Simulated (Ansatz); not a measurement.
# SrCa: the cost of one run

Program: Ansatz 0.2.0. Level of theory: DFT LDA, frozen-core PAW and all-electron LAPW, scalar-relativistic unless said. These are calculated values, not measurements.

**1. Starting point**

Symmetry: P-6m2, No. 187, hexagonal system. The conventional cell has a = 4.128 Å, b = 4.128 Å, c = 6.789 Å, α = 90.00°, β = 90.00°, γ = 120.00°. Sr (site symmetry -6m2) has 6 Sr at 4.13 Å and 6 Ca at 4.15 Å as nearest neighbours. Ca (site symmetry -6m2) has 6 Ca at 4.13 Å and 6 Sr at 4.15 Å as nearest neighbours.

Coordinates:

```cif
data_structure
_symmetry_space_group_name_H-M 'P 1'
_symmetry_Int_Tables_number 1
_cell_length_a 4.1283
_cell_length_b 4.1283
_cell_length_c 6.7887
_cell_angle_alpha 90.000
_cell_angle_beta 90.000
_cell_angle_gamma 120.000
_cell_volume 100.20
loop_
_atom_site_label
_atom_site_type_symbol
_atom_site_fract_x
_atom_site_fract_y
_atom_site_fract_z
_atom_site_occupancy
Sr1 Sr 0.66667 0.33333 0.50000 1
Ca1 Ca 0.00000 0.00000 0.00000 1
```

Cartesian axes are those of the input's lattice vectors. The structure goes back to a database entry.

**2. Cell and atoms relaxed, PAW**

input.yaml

```yaml
crystal:
  lattice:
    - [4.12833774412, 0.0, 0.0]
    - [-2.06416887206, 3.57524536181, 0.0]
    - [0.0, 0.0, 6.78874508]
  atoms:
    - { symbol: Sr, position: [0.666666666667, 0.333333333333, 0.5] }
    - { symbol: Ca, position: [0.0, 0.0, 0.0] }
kpoints:
  mp_grid: { grid: [10, 10, 6] }
scf:
  occupations: { method: fermi_dirac, width: 0.05 }
hamiltonian:
  xc: lda
  pseudopotentials: { kind: paw }
relax:
  f_tol: 0.002
  max_steps: 80
  cell: {}
output:
  forces: true
  stress: true
```

Started as:

```sh
$ ansatz run input.yaml --threads 1 --pin off --max-ram 3072MiB --backend cpu --events-out ev --progress --plain --runs-dir out
```

What time and memory should one allow on 1 thread of Intel Xeon 6975P-C (Granite Rapids), shared host?

About 15 s, with a peak of 0.43 GiB.
